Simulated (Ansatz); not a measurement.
# triplet Si2H2OF2: levels of theory compared

Wanted: a comparison of 4 runs (UHF/def2-SVP, UBLYP/def2-SVP, UMP2/def2-SVP, UCCSD/def2-SVP) of triplet Si2H2OF2. 

Program for the calculation: Ansatz 0.2.0.

49 further runs of the same task are left out: 49 set aside as unsound or not needed. Runs told in other sessions of the task aren't counted.

## 1. The structure to begin with

The species is Si2H2OF2 (7 atoms), meant as a triplet with charge 0. As SMILES of the parent species, `F[Si]1(F)O[SiH2]1`. The shape is that of a PBE0-D4/def2-TZVP optimisation. That shape belongs to the parent species and isn't relaxed for this state.

Bond lengths: F1–Si2 1.578 Å, Si2–F3 1.578 Å, Si2–O4 1.648 Å, Si2–Si5 2.174 Å, O4–Si5 1.718 Å, Si5–H6 1.482 Å, Si5–H7 1.482 Å. Some angles: F1–Si2–F3 105.1°, F1–Si2–O4 114.7°, F1–Si2–Si5 127.3°, F3–Si2–O4 114.7°, F3–Si2–Si5 127.3°, O4–Si2–Si5 51.2°, Si2–O4–Si5 80.4°, Si2–Si5–O4 48.4°, Si2–Si5–H6 124.7°, Si2–Si5–H7 124.7°.

## 2. The energy at UHF/def2-SVP (run 1)

File job.yaml:

```yaml
basis:
  gaussian: {orbitals: def2-SVP}
crystal:
  periodic: [false, false, false]
  atoms:
    - symbol: F
      position_ang: [0.424200, -1.612100, 1.693800]
    - symbol: Si
      position_ang: [0.037900, -1.026000, 0.280100]
    - symbol: F
      position_ang: [-0.194200, -2.288000, -0.639100]
    - symbol: O
      position_ang: [1.103500, 0.077900, -0.322100]
    - symbol: Si
      position_ang: [-0.304800, 1.058600, -0.232800]
    - symbol: H
      position_ang: [-0.202300, 2.188800, 0.720000]
    - symbol: H
      position_ang: [-0.802800, 1.532800, -1.545500]
total_charge: 0
magnetization: {spin_polarized: true, initial_magnetization: 2}
hamiltonian: {xc: hf}
accuracy: high
output: {orbitals: {seedname: orbitals}}
```

Run with:

```console
ansatz run job.yaml --threads 1 --pin off --max-ram 2610MiB --events-out events.jsonl --progress --plain --runs-dir runs
```

Standard output:

```text
Warning: RAYON_NUM_THREADS=1 ignored (pool sized by the plan → 1); use --threads N
Functional definition: HF
  name "HF"
  exchange = exact_x
  correlation = 0
1781 factors; integrals over basis functions are off by at most 3.9e-9 eV
mean field evaluation 1: about -23188.7038 eV, gradient 3.1e1 eV
mean field evaluation 2: about -23188.8201 eV, gradient 3.1e1 eV
mean field evaluation 4: about -23193.3202 eV, gradient 3.6e0 eV
mean field evaluation 8: about -23193.5614 eV, gradient 8.8e-1 eV
mean field evaluation 16: about -23193.5964 eV, gradient 1.9e-8 eV
mean field evaluation 32: about -23193.3774 eV, gradient 8.3e-1 eV
mean field -23193.59638085 eV, -852.3489458119 hartree, gradient 9.9e-8 eV, S^2 2.016111; 0 other end points of the search recorded, 0 dependent functions left out
reference -23193.59638085 eV, -852.3489458119 hartree; 29, 27 occupied and 59, 61 virtual orbitals, 1781 factors
Total energy: -23193.59638085 eV, -852.3489458119 hartree
```

Run time: 5.4 s. Hardware: 1 thread of Arm Neoverse V1, shared host; peak memory 0.35 GiB.

## 3. A single-point energy at UBLYP/def2-SVP (run 2)

File molecule.yaml:

```yaml
crystal:
  periodic: [false, false, false]
  atoms:
    - {symbol: F, position_ang: [0.424200, -1.612100, 1.693800]}
    - {symbol: Si, position_ang: [0.037900, -1.026000, 0.280100]}
    - {symbol: F, position_ang: [-0.194200, -2.288000, -0.639100]}
    - {symbol: O, position_ang: [1.103500, 0.077900, -0.322100]}
    - {symbol: Si, position_ang: [-0.304800, 1.058600, -0.232800]}
    - {symbol: H, position_ang: [-0.202300, 2.188800, 0.720000]}
    - {symbol: H, position_ang: [-0.802800, 1.532800, -1.545500]}
basis:
  gaussian:
    orbitals: def2-SVP
hamiltonian:
  xc: {name: BLYP}
output:
  orbitals: {seedname: orbitals}
accuracy: high
magnetization:
  spin_polarized: true
  initial_magnetization: 2
```

Run with:

```console
ansatz run molecule.yaml --threads 1 --pin off --max-ram 2610MiB --events-out events.jsonl --progress --plain --runs-dir runs
```

Standard output:

```text
Warning: RAYON_NUM_THREADS=1 ignored (pool sized by the plan → 1); use --threads N
Functional definition: BLYP
  name "BLYP"
  parameter beta = 0.0042
  parameter a = 0.04918
  parameter b = 0.132
  parameter c = 0.2533
  parameter d = 0.349
  exchange = b88_x(beta = beta)
  correlation = lyp_c(a = a, b = b, c = c, d = d)
1781 factors; integrals over basis functions are off by at most 3.9e-9 eV
mean field evaluation 1: about -23248.1595 eV, gradient 4.8e1 eV
mean field evaluation 2: about -23191.3455 eV, gradient 1.2e2 eV
mean field evaluation 4: about -23255.8634 eV, gradient 1.1e1 eV
mean field evaluation 8: about -23256.2700 eV, gradient 3.2e-1 eV
mean field evaluation 16: about -23256.2704 eV, gradient 1.8e-5 eV
mean field evaluation 32: about -23254.6267 eV, gradient 2.8e0 eV
mean field -23256.27041547 eV, -854.6521741024 hartree, gradient 1.5e-8 eV, S^2 2.002801; 1 other end points of the search recorded, 0 dependent functions left out
reference -23256.27046915 eV, -854.6521760750 hartree; 29, 27 occupied and 59, 61 virtual orbitals, 1781 factors
Total energy: -23256.27046915 eV, -854.6521760750 hartree
```

It took 14 s on 1 thread of Arm Neoverse V1, shared host; peak memory 0.27 GiB.

Run 3 isn't shown in full; the table further down has it.

## 4. A single-point energy at UCCSD/def2-SVP (run 4)

File input.yaml:

```yaml
crystal:
  periodic: [false, false, false]
  atoms:
    - symbol: F
      position_ang: [0.424200, -1.612100, 1.693800]
    - symbol: Si
      position_ang: [0.037900, -1.026000, 0.280100]
    - symbol: F
      position_ang: [-0.194200, -2.288000, -0.639100]
    - symbol: O
      position_ang: [1.103500, 0.077900, -0.322100]
    - symbol: Si
      position_ang: [-0.304800, 1.058600, -0.232800]
    - symbol: H
      position_ang: [-0.202300, 2.188800, 0.720000]
    - symbol: H
      position_ang: [-0.802800, 1.532800, -1.545500]
basis:
  gaussian:
    orbitals: def2-SVP
magnetization:
  spin_polarized: true
  initial_magnetization: 2
correlation:
  method: ccsd
  frozen_orbitals: {F: 1, H: 0, O: 1, Si: 5}
accuracy: high
scf:
  omitted_lower_state_checks: [cluster_reference, increment]
```

Run with:

```console
ansatz run input.yaml --threads 1 --pin off --max-ram 2610MiB --events-out events.jsonl --progress --plain --runs-dir runs
```

Standard output:

```text
Warning: RAYON_NUM_THREADS=1 ignored (pool sized by the plan → 1); use --threads N
[... 12 lines left out ...]
13 core orbitals not correlated: weight in the atoms' cores, before any rotation towards them, 1.000 or more for the frozen orbitals, at most 0.000 for the correlated occupied ones
[... 29 lines left out ...]
Total energy: -23213.95796314 eV, -853.0972201597 hartree
Checks for a lower state left out: cluster_reference, increment
```

Run time: 78 s. Hardware: 1 thread of Arm Neoverse V1, shared host; peak memory 0.93 GiB.

## 5. Overview of the runs

| run | level | frozen core orbitals | energy (Eh) | ⟨S²⟩ | wall time |
| --- | --- | --- | --- | --- | --- |
| 1 | UHF/def2-SVP | – | -852.348946 | 2.016 | 5.4 s |
| 2 | UBLYP/def2-SVP | – | -854.652176 | 2.003 | 14 s |
| 3 | UMP2/def2-SVP | 13 | -853.072431 | 2.016 | 6 s |
| 4 | UCCSD/def2-SVP | 13 | -853.097220 | 2.016 | 78 s |

## 6. Results

| quantity | value |
| --- | --- |
| run 4: total energy | -853.09722 Eh |
| run 4: correlation energy (13 core orbitals frozen) | -748.3 mEh |
| run 4: ⟨S²⟩ of the reference determinant | 2.016 |
| run 4: T1 diagnostic | 0.019 |

What this shows: Below the UHF energy at the same shape and in the same basis (def2-SVP): UMP2 -723.5 mEh; UCCSD -748.3 mEh. All runs together took 1.7 min, the longest 78 s.
